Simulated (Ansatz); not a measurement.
# BF2HO: the cost of one run

Computed with Ansatz 0.2.0, Gaussian basis. Level: PBE0-D4/def2-TZVP structures, single points in def2-TZVPP, no counterpoise correction.

Levels: SPW92, PBE-D4, BLYP-D4, r2SCAN-D4, B97M-V, PBE0-D4, B3LYP-D4, r2SCAN0-D4, BHLYP-D4, CAM-B3LYP-D4, wB97X-V, wB97M-V, B2PLYP, PBE-QIDH, RPA on PBE, Hartree-Fock, MP2, CCSD, CCSD(T).

Cores are frozen in the correlated methods. Filled d shells of the heavier atoms are correlated. B3LYP uses VWN-RPA correlation. B2PLYP carries no dispersion term here.

94 further runs of the same task are left out: 94 set aside as unsound or not needed.

## (1) The starting structure

The complex: 7 atoms, charge 0, spin multiplicity 1.

Atoms are counted from 1 here; the program's logs count them from 0.

Bond lengths: B1–F3 1.323 Å, B1–F4 1.314 Å, B1–O6 1.352 Å, Br2–H5 1.429 Å, O6–H7 0.961 Å. Angles: F3–B1–F4 119.2°, F3–B1–O6 121.7°, F4–B1–O6 119.0°, B1–O6–H7 114.1°.

Coordinates:

```mol
BBrF2H2O
  3D, bonds by distance, orders not assigned

  7  5  0  0  0  0  0  0  0  0999 V2000
   -0.1051   -0.7493   -0.9933 B   0  0
   -0.5654    1.4966    2.8677 Br  0  0
    0.4565   -1.0843   -2.1430 F   0  0
   -1.2104   -1.3526   -0.6197 F   0  0
   -0.2401    0.8980    1.6113 H   0  0
    0.4289    0.1988   -0.1905 O   0  0
    1.2358    0.5928   -0.5324 H   0  0
  1  3  8  0
  1  4  8  0
  1  6  8  0
  2  5  8  0
  6  7  8  0
M  END
```

Its parts: BF₂HO holds atoms 1, 3, 4, 6, 7; HBr holds atoms 2, 5. Each part counts its atoms afresh in its own runs.

## (2) Relaxing BF₂HO alone

relax-a/in.yaml

```yaml
crystal:
  periodic: [false, false, false]
  atoms:
    - {symbol: B, position_ang: [-0.105084, -0.749263, -0.993306]}
    - {symbol: F, position_ang: [0.456511, -1.084341, -2.143029]}
    - {symbol: F, position_ang: [-1.210445, -1.352555, -0.619731]}
    - {symbol: O, position_ang: [0.428854, 0.198780, -0.190520]}
    - {symbol: H, position_ang: [1.235837, 0.592795, -0.532358]}
basis:
  gaussian: {orbitals: def2-TZVP}
hamiltonian: {xc: pbe0, dispersion: d4}
relax: {f_tol: 0.005, max_steps: 200}
```

Launch:

```
> ansatz run in.yaml --threads 4 --pin off --events-out ev --progress --plain --max-ram 9574MiB
```

**Question.** How long does this run take on 4 threads of Arm Neoverse V2, shared host?

About 5.5 s.
